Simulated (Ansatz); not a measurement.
# B5W2: the cost of one run

Program: Ansatz 0.2.0. Level of theory: DFT PBE, scalar-relativistic, plane waves, PAW. These are calculated values, not measurements.

2 further runs of the same task are left out: 2 that didn't finish.

## 1. The system as given

Symmetry: R-3m, No. 166, trigonal system. The conventional cell has a = 3.011 Å, b = 3.011 Å, c = 20.930 Å, α = 90.00°, β = 90.00°, γ = 120.00°. B (site symmetry 3m) is surrounded by 6 B at 1.78 to 1.92 Å and 4 W at 2.31 to 2.32 Å. Around B (site symmetry 3m) lie 3 B at 1.74 Å and 6 W at 2.34 to 2.35 Å. B (site symmetry -3m) has 6 B at 1.78 Å as nearest neighbours. W (site symmetry 3m) is surrounded by 13 B at 2.31 to 2.59 Å.

Coordinates:

```xyz
7
Lattice="1.5055 0.8692 6.9767 -1.5055 0.8692 6.9767 0.0000 -1.7384 6.9767" Properties=species:S:1:pos:R:3 pbc="T T T"
B     0.0000    0.0000    3.8930
B     0.0000    0.0000   17.0370
B     0.0000    0.0000    6.9697
B     0.0000    0.0000   13.9603
B     0.0000    0.0000   10.4650
W     0.0000    0.0000    1.5698
W     0.0000    0.0000   19.3603
```

Source of the structure: the Crystallography Open Database.

(A quick probe on a coarse mesh, which set the mesh and smearing, is not shown.)

## 3. A loose first relaxation

File input.yaml:

```yaml
crystal:
  lattice:
    - [1.5054992485, 0.8692003964, 6.9766690164]
    - [-1.5054992485, 0.8692003964, 6.9766690164]
    - [0.0, -1.7384007928, 6.9766690164]
  atoms:
    - { symbol: B, position: [0.186, 0.186, 0.186] }
    - { symbol: B, position: [0.814, 0.814, 0.814] }
    - { symbol: B, position: [0.333, 0.333, 0.333] }
    - { symbol: B, position: [0.667, 0.667, 0.667] }
    - { symbol: B, position: [0.5, 0.5, 0.5] }
    - { symbol: W, position: [0.075, 0.075, 0.075] }
    - { symbol: W, position: [0.925, 0.925, 0.925] }
basis:
  ecutwfc: 420
kpoints:
  mp_grid: { grid: [9, 9, 9] }
hamiltonian:
  xc: pbe
scf:
  occupations: { method: gaussian, width: 0.1 }
output:
  forces: true
  stress: true
  eigenvalues: true
relax:
  adjacent_minimum: "off"
  f_tol: 0.05
  max_steps: 80
  cell: { stress_tol: 0.5 }
```

On the command line:

```bash
> ansatz run input.yaml --threads 2 --pin off --max-ram 5632MiB --backend cpu --events-out ev --progress --plain --runs-dir out
```

**Question.** How long does this run take on 2 threads of Arm Neoverse V1, shared host, and how much memory does it need?

About 23 s, with a peak of 0.42 GiB.
